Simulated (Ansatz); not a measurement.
**Trimethylaluminium (TMA) (C3H9Al): up Jacob's ladder to CCSD(T)**

The task here is to estimate one member of a computed series from the others.

Program: Ansatz 0.2.0, Gaussian basis. Level of theory: functionals in def2-TZVPP, the program's frozen cores in correlated methods. These are calculated values, not measurements.

Levels to be run: LDA (SPW92), PBE-D4, revPBE-D4, BLYP-D4, r2SCAN-D4, B97M-V, PBE0-D4, B3LYP-D4, r2SCANh-D4, r2SCAN0-D4, HSE06-D4, BHLYP-D4, CAM-B3LYP-D4, LC-ωPBE, ωB97X-V, ωB97M-V, B2PLYP, PBE-QIDH; CCSD(T)/def2-SVP; CCSD(T)/def2-TZVPP; MP2/def2-QZVPP; extrapolation to the limit; RPA on PBE.

### The geometry

An earlier PBE0-D4 in a triple-zeta def2 set relaxation fixed the geometry.

SMILES `[CH3][Al]([CH3])[CH3]`, 13 atoms, charge 0, spin multiplicity 1.

Atoms are counted from 1 here; the program's logs count them from 0.

Bond lengths: C1–Al2 1.959 Å, C1–H5 1.094 Å, C1–H6 1.097 Å, C1–H7 1.094 Å, Al2–C3 1.959 Å, Al2–C4 1.959 Å, C3–H8 1.094 Å, C3–H9 1.094 Å, C3–H10 1.097 Å, C4–H11 1.094 Å, C4–H12 1.097 Å, C4–H13 1.094 Å. Angles: Al2–C1–H5 112.6°, Al2–C1–H6 109.9°, Al2–C1–H7 112.7°, H5–C1–H6 106.5°, H5–C1–H7 108.2°, H6–C1–H7 106.5°, C1–Al2–C3 119.9°, C1–Al2–C4 120.0°, C3–Al2–C4 120.0°, Al2–C3–H8 112.6°, Al2–C3–H9 112.8°, Al2–C3–H10 109.9°, H8–C3–H9 108.2°, H8–C3–H10 106.4°, H9–C3–H10 106.6°, Al2–C4–H11 112.7°, Al2–C4–H12 109.9°, Al2–C4–H13 112.7° and more.

Set-up of the first run:

Input file in.yaml:

```yaml
crystal:
  periodic: [false, false, false]
  atoms:
    - {symbol: C, position_ang: [-0.494490, 1.701559, -0.824675]}
    - {symbol: Al, position_ang: [0.041463, -0.007262, -0.031427]}
    - {symbol: C, position_ang: [1.223870, -0.029421, 1.529984]}
    - {symbol: C, position_ang: [-0.684627, -1.684944, -0.734716]}
    - {symbol: H, position_ang: [0.273404, 2.473490, -0.720219]}
    - {symbol: H, position_ang: [-1.390178, 2.083751, -0.319277]}
    - {symbol: H, position_ang: [-0.748790, 1.614263, -1.884805]}
    - {symbol: H, position_ang: [1.930268, 0.805750, 1.534370]}
    - {symbol: H, position_ang: [1.793685, -0.958912, 1.616277]}
    - {symbol: H, position_ang: [0.631301, 0.060371, 2.448976]}
    - {symbol: H, position_ang: [-0.920369, -1.628757, -1.801257]}
    - {symbol: H, position_ang: [-1.622237, -1.930915, -0.220739]}
    - {symbol: H, position_ang: [-0.012801, -2.533670, -0.577693]}
basis:
  gaussian: {orbitals: def2-TZVPP}
hamiltonian: {xc: lda}
output: {orbitals: {seedname: orbitals}}
```

Launch:

```
$ ansatz run in.yaml --threads 4 --pin off --events-out ev --progress --plain --max-ram 10444MiB
```

Among the steps run: LDA; PBE-D4 (GGA); revPBE-D4 (GGA); BLYP-D4 (GGA); r2SCAN-D4 (meta-GGA); B97M-V (meta-GGA); PBE0-D4 (hybrid); B3LYP-D4 (hybrid); r2SCANh-D4 (hybrid); r2SCAN0-D4 (hybrid); HSE06-D4 (hybrid); BHLYP-D4 (hybrid); CAM-B3LYP-D4 (range-separated); LC-ωPBE (range-separated); ωB97X-V (range-separated); ωB97M-V (range-separated); B2PLYP (double hybrid); PBE-QIDH (double hybrid).

One of the session's tables, all rows but one given; the rest of the session is left out.

It belongs to the step «Frontier levels by functional». 

```
  functional  HOMO (eV)  gap (eV)
 LDA (SPW92)      -6.38      4.99
      PBE-D4      -6.26      5.10
   revPBE-D4          ?         ?
     BLYP-D4      -6.14      5.06
   r2SCAN-D4      -6.52      5.73
      B97M-V      -6.59      5.62
     PBE0-D4      -7.53      7.16
    B3LYP-D4      -7.32      6.70
  r2SCANh-D4      -7.00      6.46
  r2SCAN0-D4      -7.71      7.54
    HSE06-D4      -7.13      6.39
    BHLYP-D4      -8.73      9.09
CAM-B3LYP-D4      -8.92      9.44
     LC-ωPBE     -10.31     11.97
     ωB97X-V      -9.93     11.42
     ωB97M-V      -9.78     10.92
```

Estimate the missing values for revPBE-D4.

The run gave: HOMO (eV): -6.21; gap (eV): 5.17. In the column «HOMO (eV)» it lies between PBE-D4 (-6.26) and BLYP-D4 (-6.14).
